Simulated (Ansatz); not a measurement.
**HfB2: response to strain**

HfB2 is deformed so: equal xy, yz and zx engineering shear strains of +1 %. What stress and forces result, by LAPW, PAW and all-electron datasets made for the crystal?

Computed with Ansatz 0.2.0 (DFT PBEsol, scalar-relativistic, unless a step's input says otherwise).

## 1. The starting structure

The structure is hexagonal, space group P6/mmm (No. 191). Conventional cell: a = 3.140 Å, b = 3.140 Å, c = 3.480 Å, α = 90.00°, β = 90.00°, γ = 120.00°. Hf (site symmetry 6/mmm) is surrounded by 12 B at 2.51 Å. B (site symmetry -6m2) has 3 B at 1.81 Å and 6 Hf at 2.51 Å in its first shell of neighbours.

As a file:

```
Hf B
1.0
     3.14000    0.00000    0.00000
    -1.57000    2.71932    0.00000
     0.00000    0.00000    3.48000
Hf B
1 2
Cartesian
  0.0000 0.0000 0.0000
  0.0000 1.8129 1.7400
  1.5700 0.9064 1.7400
```

Atoms are numbered in the order of the input: Hf1, B2, B3.

## 2. The deformed structure

Space group P6/mmm before, P-1 after.

## 3. All-electron LAPW

Contents of input.yaml:

```yaml
crystal:
  lattice:
    - [3.1400001005, 0.0157000005, 0.0157000005]
    - [-1.556403451, 2.7114698546, 0.005746599]
    - [0.0174, 0.0174, 3.48]
  atoms:
    - { symbol: Hf, position: [0.0, 0.0, 0.0] }
    - { symbol: B, position: [0.3333333333, 0.6666666667, 0.5] }
    - { symbol: B, position: [0.6666666667, 0.3333333333, 0.5] }
kpoints:
  mp_grid: { grid: [15, 15, 12] }
  band_path:
    path:
      - [0.0, 0.0, 0.0]
      - [0.0, -0.5, 0.0]
      - [0.0, 0.0, 0.5]
      - [0.0, 0.0, 0.0]
      - [-0.5, 0.0, 0.0]
      - [-0.5, 0.5, -0.5]
      - [0.0, 0.0, 0.0]
      - [-0.5, 0.0, -0.5]
      - [-0.5, 0.5, 0.0]
    npoints: 5
scf:
  occupations: { method: fermi_dirac, width: 0.03 }
hamiltonian:
  xc: pbesol
  pseudopotentials: { kind: all_electron, lapw: { basis_error: 0.001 } }
output:
  forces: true
  stress: true
  eigenvalues: true
```

Run with:

```bash
> ansatz run input.yaml --threads 1 --pin off --max-ram 4096MiB --backend cpu --events-out ev --progress --plain --runs-dir out
```

Output (excerpt; [...] marks lines left out):

```text
LAPW: plane waves up to 8.714 Å⁻¹, error target 1.0e-3 eV per atom; small_component_spin mean_spin; B in spheres of 0.903 Å, 5 of its electrons in bands, Dirac shells []; Hf in spheres of 1.394 Å, 42 of its electrons in bands, Dirac shells []
[...]
Pseudopotentials: kind: all_electron
Pseudopotential: Hf, LAPW, valence charge 42, Koelling and Harmon's equation, gaussian nucleus
Pseudopotential: B, LAPW, valence charge 5, Koelling and Harmon's equation, gaussian nucleus
Functional definition: PBEsol
[...]
Crystal: 3 atoms, lattice volume = 29.712 Å³
Basis set: ecut = 289.30200738339545 eV, 341 PW (Γ), exchange–correlation at level 2
Bands: 32, of which v1, the nominal top of the filled ones, is band 26 counted from 1 (25 counted from 0)
Symmetry: 2 space group operations
Space group: P-1 (ITA 2), of the structure as read, at distance tolerance 3.1e-5 Å
k-points: 1351 of 2700
[...]
SCF iter   1: F=—  HF=-411477.362351 eV  |F-HF|=—  |Δ(HF+E_count)|=         —  Δρ=7.49e-2  dr2=3.16e0  ethr=6.07e-3  ⟨swp⟩=2.0  Hψ=268425  notcnv=0
[...]
the basis was enlarged: its passes take 236.1 KiB over the memory plan, 1 of 1 planned eigensolver slots
[...]
SCF iter   9: F=-411476.056541 eV  HF=-411476.056541 eV  |F-HF|=5.41e-9  |Δ(HF+E_count)|=   2.63e-8  Δρ=1.12e-5  dr2=2.77e-8  ethr=1.01e-9  ⟨swp⟩=2.0  Hψ=122998  notcnv=0
[...]
NSCF: frozen V_eff on 41 k-points
SCF converged after 9 iterations
Free energy (F): -411476.056541 eV
[...]
E sigma→0 (E₀):  -411476.056184 eV
Entropy (-TS):   -0.000714 eV (-0.238 meV/atom)
Fermi energy:    20.801544 eV
[...]
--- Forces (eV/Å), atoms counted from 1 ---
  atom   1  Hf     0.00000000     0.00000000     0.00000000
  atom   2  B      0.00533721     0.00097097    -0.00166802
  atom   3  B     -0.00533721    -0.00097097     0.00166802
[...]
--- Stress (GPa, compression-positive) ---
       -3.774359      -2.645351      -2.599862
       -2.645351      -3.788581      -2.599815
       -2.599862      -2.599815      -5.079172
  P = ⅓ Tr σ = -4.2140 GPa (-42.140 kbar)
--- Band table (eV; the first three rows and the last of 1351) ---
[...]
```

It took 4.7 min on 1 thread of Intel Xeon Platinum 8124M at 3.00GHz (Skylake/Cascade Lake), shared host; peak memory 3.4 GiB.

In short: pressure -4.21 GPa; no gap; largest force 0.006 eV/Å.

## 4. PAW on the default files

Contents of input.yaml:

```yaml
crystal:
  lattice:
    - [3.1400001005, 0.0157000005, 0.0157000005]
    - [-1.556403451, 2.7114698546, 0.005746599]
    - [0.0174, 0.0174, 3.48]
  atoms:
    - { symbol: Hf, position: [0.0, 0.0, 0.0] }
    - { symbol: B, position: [0.3333333333, 0.6666666667, 0.5] }
    - { symbol: B, position: [0.6666666667, 0.3333333333, 0.5] }
kpoints:
  mp_grid: { grid: [15, 15, 12] }
scf:
  occupations: { method: fermi_dirac, width: 0.03 }
hamiltonian:
  xc: pbesol
  pseudopotentials: { kind: paw }
output:
  forces: true
  stress: true
  eigenvalues: true
  efg: { contact_densities: true }
```

Run with:

```bash
> ansatz run input.yaml --threads 1 --pin off --max-ram 4096MiB --backend cpu --events-out ev --progress --plain --runs-dir out
```

Output (excerpt; [...] marks lines left out):

```text
Hf: output.efg is read without spin–orbit coupling, which moves field gradients at and beside such atoms by some per cent and up to a factor of two; PAW files take it under magnetization.noncollinear and magnetization.spin_orbit
[...]
Pseudopotentials: kind: paw
Pseudopotential: Hf, paw, valence charge 26, recommended cutoff 420 eV (normal)
Pseudopotential: B, paw, valence charge 3, recommended cutoff 420 eV (normal)
[... 1 set-up line as earlier in the session ...]
[...]
Crystal: 3 atoms, lattice volume = 29.712 Å³
Basis set: ecut = 420 eV, 563 PW (Γ), exchange–correlation on 48×48×48 points (8 copies of the dense FFT grid, shifted against one another)
Bands: 20, of which v1, the nominal top of the filled ones, is band 16 counted from 1 (15 counted from 0)
[... 2 set-up lines as earlier in the session ...]
k-points: 1351 of 2700
[...]
       -3.805017      -2.646448      -2.600604
       -2.646448      -3.819358      -2.600493
       -2.600604      -2.600493      -5.197770
  P = ⅓ Tr σ = -4.2740 GPa (-42.740 kbar)
--- PAW observables at the nuclei: V_zz in 10²¹ V/m², potentials from the cell's mean, atoms counted from 1 ---
  atom   1  Hf V_zz =   +11.623306   η = 0.1470   by run symmetry: allowed
            electrostatic potential = -14184.346288 V   contact ρ = 7519011.971644 e/Å³
  atom   2  B  V_zz =    +0.097535   η = 0.6586   by run symmetry: allowed
            electrostatic potential = -335.969950 V   contact ρ = 481.245155 e/Å³
  atom   3  B  V_zz =    +0.097535   η = 0.6586   by run symmetry: allowed
            electrostatic potential = -335.969950 V   contact ρ = 481.245155 e/Å³
--- Band table (eV; the first three rows and the last of 1351) ---
  k-point 0: bands = ["-41.3470", "-10.2275", "-9.7429", "-9.7241", "6.6683", "8.6680", "8.6891", "8.6981", "8.7001", "8.7057", "8.7064", "8.8003", "17.3328", "17.4359", "17.5387", "17.6801", "24.2989", "24.3537", "24.9820", "25.0907"]
[...]
```

Wall time 32 s (1 thread of Intel Xeon Platinum 8124M at 3.00GHz (Skylake/Cascade Lake), shared host); peak memory 0.95 GiB.

In short: pressure -4.27 GPa; no gap; largest force 0.005 eV/Å; Vzz Hf1 11.62 (η = 0.15), B2 0.10 (η = 0.66) (10²¹ V/m²).

## 5. All-electron PAW on datasets made for the crystal

input.yaml: that of step 4 with these lines changed.

```diff
@@ -15,3 +15,3 @@
   xc: pbesol
-  pseudopotentials: { kind: paw }
+  pseudopotentials: { kind: all_electron, datasets: crystal }
 output:
```

Run with:

```bash
> ansatz run input.yaml --threads 1 --pin off --max-ram 4096MiB --backend cpu --events-out ev --progress --plain --runs-dir out
```

Output (excerpt; [...] marks lines left out):

```text
[...]
Hf: output.efg is read without spin–orbit coupling, which moves field gradients at and beside such atoms by some per cent and up to a factor of two; PAW files take it under magnetization.noncollinear and magnetization.spin_orbit
[...]
[... 1 set-up line as earlier in the session ...]
Pseudopotential: Hf, paw, valence charge 26, recommended cutoff 400 eV (normal), Koelling and Harmon's equation, gaussian nucleus
Pseudopotential: B, paw, valence charge 3, recommended cutoff 400 eV (normal), Koelling and Harmon's equation, gaussian nucleus
[... 1 set-up line as earlier in the session ...]
[...]
Crystal: 3 atoms, lattice volume = 29.712 Å³
Basis set: ecut = 400 eV, 553 PW (Γ), exchange–correlation on 48×48×48 points (8 copies of the dense FFT grid, shifted against one another)
Bands: 20, of which v1, the nominal top of the filled ones, is band 16 counted from 1 (15 counted from 0)
[... 1 set-up line as earlier in the session ...]
[...]
       -3.777627      -2.645343      -2.599792
       -2.645343      -3.791782      -2.599737
       -2.599792      -2.599737      -5.079978
  P = ⅓ Tr σ = -4.2165 GPa (-42.165 kbar)
--- PAW observables at the nuclei: V_zz in 10²¹ V/m², potentials from the cell's mean, atoms counted from 1 ---
  atom   1  Hf V_zz =   +12.120568   η = 0.1477   by run symmetry: allowed
            electrostatic potential = -14181.674633 V   contact ρ = 7515499.045899 e/Å³
  atom   2  B  V_zz =    +0.114204   η = 0.6439   by run symmetry: allowed
            electrostatic potential = -335.246169 V   contact ρ = 481.268378 e/Å³
  atom   3  B  V_zz =    +0.114204   η = 0.6439   by run symmetry: allowed
            electrostatic potential = -335.246169 V   contact ρ = 481.268378 e/Å³
--- Band table (eV; the first three rows and the last of 1351) ---
  k-point 0: bands = ["-40.9562", "-9.8319", "-9.3515", "-9.3330", "7.0607", "9.0608", "9.0773", "9.0903", "9.0921", "9.0967", "9.0975", "9.1882", "17.7247", "17.8249", "17.9277", "18.0726", "24.6934", "24.7481"]
[...]
```

Run time: 4.3 min. Hardware: 1 thread of Intel Xeon Platinum 8124M at 3.00GHz (Skylake/Cascade Lake), shared host; peak memory 2.6 GiB.

Result: pressure -4.22 GPa; no gap; largest force 0.006 eV/Å; Vzz Hf1 12.12 (η = 0.15), B2 0.11 (η = 0.64) (10²¹ V/m²).

## 6. Stress and forces compared

Stress (GPa, compression positive):

| method | xx | yy | zz | yz | xz | xy |
| --- | --- | --- | --- | --- | --- | --- |
| LAPW | -3.77 | -3.79 | -5.08 | -2.60 | -2.60 | -2.65 |
| PAW | -3.81 | -3.82 | -5.20 | -2.60 | -2.60 | -2.65 |
| crystal datasets | -3.78 | -3.79 | -5.08 | -2.60 | -2.60 | -2.65 |

Forces (eV/Å):

| atom | LAPW x | LAPW y | LAPW z | PAW x | PAW y | PAW z | crystal datasets x | crystal datasets y | crystal datasets z |
| --- | --- | --- | --- | --- | --- | --- | --- | --- | --- |
| Hf1 | 0.000 | 0.000 | 0.000 | 0.000 | 0.000 | 0.000 | 0.000 | 0.000 | 0.000 |
| B2 | 0.005 | 0.001 | -0.002 | 0.005 | 0.001 | -0.002 | 0.005 | 0.001 | -0.002 |
| B3 | -0.005 | -0.001 | 0.002 | -0.005 | -0.001 | 0.002 | -0.005 | -0.001 | 0.002 |

| method | pressure (GPa) | largest force (eV/Å) | Vzz Hf1 (10²¹ V/m²) | Vzz B2 (10²¹ V/m²) | SCF cycles, by the record's count |
| --- | --- | --- | --- | --- | --- |
| LAPW | -4.21 | 0.006 | – | – | 9 |
| PAW | -4.27 | 0.005 | 11.62 | 0.10 | 6 |
| crystal datasets | -4.22 | 0.006 | 12.12 | 0.11 | 12 |

## 7. What came out

| quantity | value |
| --- | --- |
| pressure | LAPW -4.21, PAW -4.27, crystal datasets -4.22 GPa |
| largest shear or deviatoric stress (LAPW) | 2.65 GPa |

**Reading.** The largest part of the stress beyond the pressure is 2.65 GPa in size; the atoms are carried along and not relaxed. No run of the undeformed cell stands beside it, so pressure and stress hold what the given cell had before the change, as far as its symmetry allows. PAW: stress within 0.12 GPa of LAPW. Crystal datasets: stress within 0.01 GPa of LAPW. Spin-orbit coupling is left out, though the cell holds Hf; in elements this heavy it can shift bands and gaps by tenths of an eV.
